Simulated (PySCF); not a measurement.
# BH4O2Si: the cost of one run

Programs: PySCF 2.14.0, with routines of our own; each step states its level. All values are computed. Atoms count from 0.

### Step 1. The system as given

8 atoms, charge 0, multiplicity 2; geometry from: GFN2-xTB.

### Step 2. Open-shell or spin-flip excitations: unrestricted TDDFT PBE0/def2-SVPD

The job: settings as JSON, then the geometry in Å.

```
{"job": {"kind": "uabs", "xc": "PBE0", "basis": "def2-SVPD", "nstates": 10, "tda": false}, "charge": 0, "multiplicity": 2}
O      1.153674    -0.981129     0.420519
B      0.355761     0.054461     0.014038
O      0.854469     1.285988    -0.315761
Si    -1.525388    -0.230857    -0.096203
H      2.097051    -0.818538     0.469540
H      1.802674     1.409758    -0.249833
H     -2.215351    -1.473519     0.233279
H     -2.513833     0.763249    -0.500144
```

Method: unrestricted TDDFT PBE0/def2-SVPD, vertical, gas phase, core orbitals frozen in the response.

On the command line:

```
$ OMP_NUM_THREADS=1 python excited_run.py task.json out
```

This one command runs all jobs of the session in turn.

Q: Estimate the wall time and peak memory of this first job on 1 thread of Arm Neoverse V1, shared host.

About 15 s, with a peak of 0.5 GiB.
